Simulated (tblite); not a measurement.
# C14F18O2: the cost of one run

Programs: tblite 0.8.0 and PySCF 2.14.0, with routines of our own; each step states its level. All values are computed. Atoms count from 0.

## 1. The system as given

34 atoms, charge 0, multiplicity 1; geometry from: force field, distance geometry or constructed start.

## 2. Relaxing the molecule with GFN2-xTB

The job: settings as JSON, then the geometry in Å.

```
{"job": {"kind": "relax", "xc": "GFN2-xTB", "basis": "xTB"}, "charge": 0, "multiplicity": 1}
F      4.629400     3.220500     1.268000
C      3.927600     2.264800     0.635900
C      2.582300     2.437600     0.385500
F      1.964100     3.575600     0.753200
C      1.855800     1.442700    -0.262600
F      0.551800     1.621600    -0.528200
C      2.484800     0.264800    -0.654900
O      1.805300    -0.717600    -1.318100
C      0.937800    -1.549500    -0.486200
F      1.447200    -1.690300     0.770800
C      0.505000    -2.899200    -1.156600
F      0.444900    -2.894300    -2.510900
F      1.238900    -3.984500    -0.809300
C     -0.845900    -2.729000    -0.423000
F     -0.912300    -3.219800     0.841600
F     -1.944000    -3.198100    -1.061400
C     -0.607100    -1.177500    -0.522600
F     -1.016700    -0.618300    -1.690600
O     -1.054300    -0.371800     0.607700
C     -2.488300    -0.142500     0.541200
F     -3.144400    -1.328100     0.436400
C     -3.051400     0.795700     1.668300
F     -2.177400     1.727000     2.149800
F     -3.563900     0.160200     2.754300
C     -4.075500     1.302000     0.620800
F     -5.234800     0.586500     0.534100
F     -4.443900     2.602800     0.718500
C     -2.998100     0.970900    -0.446600
F     -2.113500     1.962400    -0.723800
F     -3.456000     0.530100    -1.641200
C      3.848800     0.095700    -0.402700
F      4.456600    -1.033500    -0.780800
C      4.564900     1.091100     0.246600
F      5.874400     0.919700     0.497400
```

The run is started by

```bash
> OMP_NUM_THREADS=2 python large_run.py task.json out
```

One launch serves the whole session: the jobs run in the order shown.

**Question.** How long does this first job take on 2 threads of Arm Neoverse V1, shared host, and how much memory does it need?

About 2.7 s, with a peak of 0.18 GiB.
